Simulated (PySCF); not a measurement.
# MoO₂F₂: relaxation and vibrations of the singlet

The task is one start of a wider search on MoO₂F₂: the singlet, from a square planar (ligand arrangement 1) start. It is relaxed, tested by its Hessian and followed downhill if it is a saddle.

Computed with PySCF 2.14.0. Level: PBE, basis Mo def2-SVP with ECP28, O def2-SVP, F def2-SVP, scalar-relativistic core potentials, no spin–orbit coupling, density fitting.

### Step 1. The system as given

5 atoms, charge 0, spin multiplicity 1.

Bond lengths: Mo1–O2 1.780 Å, Mo1–O3 1.780 Å, Mo1–F4 2.020 Å, Mo1–F5 2.020 Å. Angles: O2–Mo1–O3 90.0°, O2–Mo1–F4 180.0°, O2–Mo1–F5 90.0°, O3–Mo1–F4 90.0°, O3–Mo1–F5 180.0°, F4–Mo1–F5 90.0°.

Z-matrix (Å, degrees; charge 0 multiplicity 1):
```
Mo
O  1 1.7800
O  1 1.7800 2 90.00
F  1 2.0200 3 90.00 2 180.00
F  1 2.0200 2 90.00 3 180.00
```

### Step 2. Relaxing the singlet from the square planar (ligand arrangement 1) start

The steps below are one call of a driver around PySCF. For each, scf.py gives the equivalent set-up of the SCF; relaxations use the driver's own optimiser. Before each start the driver seeks the lowest SCF state from one or more starting densities and follows internal instabilities, so scf.py alone need not reach the same state.

The program finds C2v symmetry in the start, which this walk keeps. The walk stops when the largest gradient is under 0.0003 Eh/bohr and the energy has settled too.

The input, scf.py:

```python
from pyscf import gto, scf, dft
mol = gto.M(atom='''
Mo    -0.059001    -0.059001     0.000000
O     -1.839001    -0.059001     0.000000
O     -0.059001    -1.839001     0.000000
F      1.960999    -0.059001    -0.000000
F     -0.059001     1.960999     0.000000''',
    basis={'Mo': 'def2-SVP', 'O': 'def2-SVP', 'F': 'def2-SVP'},
    ecp={'Mo': 'def2-SVP'},
    charge=0, spin=0)
mf = dft.RKS(mol, xc='PBE')
mf.grids.atom_grid = (50, 194)
aux = {'Mo': 'def2-universal-JKFIT', 'O': 'def2-universal-JKFIT', 'F': 'def2-universal-JKFIT'}
mf = mf.density_fit(auxbasis=aux)
mf.kernel()
```

After this run come: Hessian and properties; Leaving the saddle point; Hessian and properties.

**Question.** What will these runs give? Wanted: minimum; geometry; wavenumbers; dipole moment; highest occupied, lowest empty level; polar-tensor charge of Mo1; zero-point energy; atomisation energy.

As calculated:

```
                                 quantity                                                                                       value
                                  minimum                                                                                singlet, C2v
                                 geometry      Mo–F 1.852 Å (×2), Mo–O 1.687 Å (×2); F–Mo–F 112.7°, F–Mo–O 109.4° (×4), O–Mo–O 106.4°
                       wavenumbers (cm⁻¹)  170 (a1), 228 (b2), 267 (b1), 316 (a2), 361 (a1), 693 (a1), 720 (b1), 1011 (b2), 1027 (a1)
                            dipole moment                                                                                      1.10 D
     highest occupied, lowest empty level                                                                             -8.30, -4.10 eV
               polar-tensor charge of Mo1                                                                                     +2.25 e
                        zero-point energy                                                                                 28.7 kJ/mol
                      entropy at 298.15 K                                                                             316.1 J/(mol K)
atomisation energy (no zero-point energy)                                                                                 2530 kJ/mol
```

**Reading.** From C2v at the start the molecule goes to a C2v minimum, after a stop at a second-order saddle point 350.2 kJ/mol higher, from which it was pushed off along an imaginary mode. In the infrared the band at 1011 cm⁻¹ (b2, stretch) leads. Other starts or spin states, not run here, may lie lower.
